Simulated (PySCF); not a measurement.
# C4H3BF2OS: the cost of one run

Computed with PySCF 2.14.0 and routines of our own; the level stands in each step. Atoms count from 0.

### 1 The starting structure

12 atoms, charge 0, multiplicity 1; geometry from: GFN2-xTB.

### 2 Geometry optimisation at PBE0-D3(BJ)/def2-SVP

What the job is given:

```
{"job": {"xc": "PBE0", "basis": "def2-SVP", "d3": "d3bj", "grid": 2, "kind": "geom"}, "charge": 0, "multiplicity": 1}
C      2.033995     0.509041    -0.077980
S      1.556727    -1.115033    -0.761250
C     -0.092863    -1.122573    -0.505872
C     -1.164638    -0.391274    -0.010768
B     -1.595527     0.903337     0.661018
F     -2.848834     1.216100     0.905457
F     -0.715755     1.814940     1.053276
C     -1.432285    -1.674051    -0.563565
O     -2.135983    -2.579333    -0.872514
H      1.719683     0.567470     0.958474
H      1.562777     1.294726    -0.659058
H      3.113902     0.575965    -0.153245
```

Command:

```console
$ OMP_NUM_THREADS=1 python excited_run.py task.json out
```

The driver reads the jobs from task.json and runs them one after another.

Q: Estimate the wall time and peak memory of this first job on 1 thread of Arm Neoverse V1, shared host.

About 2.2 min, with a peak of 0.72 GiB.
